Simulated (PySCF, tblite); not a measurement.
**H₁₁NOSi₄: geometry, infrared bands and NMR shifts**

Aim: predict the infrared bands and NMR shifts of H₁₁NOSi₄ (`N[SiH2][Si@@H](O)[SiH2][SiH3]`).

The runs use tblite 0.8.0 and PySCF 2.14.0, with density-fitted response routines of our own; the level of theory stands in each step. All values are computed, except where a source is named. Atoms count from 0, in the outputs and in this text.

**1. Starting geometry**

17 atoms, charge 0, multiplicity 1; geometry from: force field or distance geometry start.

Bonds of the start (Å): N0–Si1 1.80, Si1–Si2 2.20, Si2–O3 1.71, Si2–Si4 2.25, Si4–Si5 2.25, N0–H6 1.04, N0–H7 1.03, Si1–H8 1.50, Si1–H9 1.45, Si2–H10 1.48, O3–H11 1.00, Si4–H12 1.47, Si4–H13 1.46, Si5–H14 1.47, Si5–H15 1.45, Si5–H16 1.49.

**2. Relaxing the molecule with GFN2-xTB**

Job settings and geometry (Å):

```
{"job": {"kind": "relax", "xc": "GFN2-xTB", "basis": "xTB"}, "charge": 0, "multiplicity": 1}
N      3.206300    -0.648200    -1.012000
Si     2.354400     0.019200     0.423700
Si     0.235200    -0.530900     0.260000
O     -0.432200    -1.195600     1.691400
Si    -1.094800     1.220600    -0.234700
Si    -3.171700     0.402800     0.044000
H      4.231000    -0.691200    -0.838700
H      2.840100    -1.591400    -1.215900
H      2.906000    -0.725200     1.600700
H      2.604200     1.435900     0.635700
H      0.028700    -1.499100    -0.841900
H     -1.214500    -0.658700     2.009600
H     -0.940500     1.635100    -1.641700
H     -0.882300     2.349600     0.659600
H     -3.352800    -0.670900    -0.943900
H     -4.193500     1.434800    -0.023100
H     -3.130800    -0.274900     1.365700
```

On the command line:

```
> OMP_NUM_THREADS=1 python probes_run.py task.json out
```

The driver reads the jobs from task.json and runs them one after another.

**Question.** This job is followed by: GFN2-xTB harmonic vibrations, gas phase; GIAO PBE0/pcSseg-1 NMR shielding, non-relativistic, gas phase. Predict these results of the whole session: strongest single infrared mode (GFN2-xTB); zero-point energy (GFN2-xTB); 1H shifts against TMS (PBE0/pcSseg-1, means over atoms taken as alike); 15N shifts against NH3 (PBE0/pcSseg-1); 29Si shifts against TMS (PBE0/pcSseg-1); 17O shifts against H2O (PBE0/pcSseg-1).

**Answer**, as computed:

| quantity | value |
| --- | --- |
| strongest single infrared mode (GFN2-xTB) | 583 cm⁻¹, 749 km/mol |
| zero-point energy (GFN2-xTB) | 64.8 kcal/mol |
| 1H shifts against TMS (PBE0/pcSseg-1, means over atoms taken as alike) | 6.21, 5.45, 5.12, 3.55, 3.54, 3.22, -0.05, -0.41 ppm |
| 15N shifts against NH3 (PBE0/pcSseg-1) | -1.2 ppm |
| 29Si shifts against TMS (PBE0/pcSseg-1) | -11.7, -50.0, -122.1, -130.7 ppm |
| 17O shifts against H2O (PBE0/pcSseg-1) | -8.1 ppm |

What this shows: The optimisation took 163 steps and gained 0.912 eV; among the close pairs (by a distance rule), Si1–Si2 changed most, from 2.196 to 2.302 Å. No mode is imaginary among the 45: a minimum at this level. The strongest single mode, at 583 cm⁻¹, is carried by H10, H12, H9. GFN2-xTB is a fitted tight-binding method: band positions and strengths are rough. Its intensities can rank the bands wrongly. At PBE0/pcSseg-1: Shielding is most anisotropic at Si2 (span 184 ppm, paramagnetic term -519 ppm).
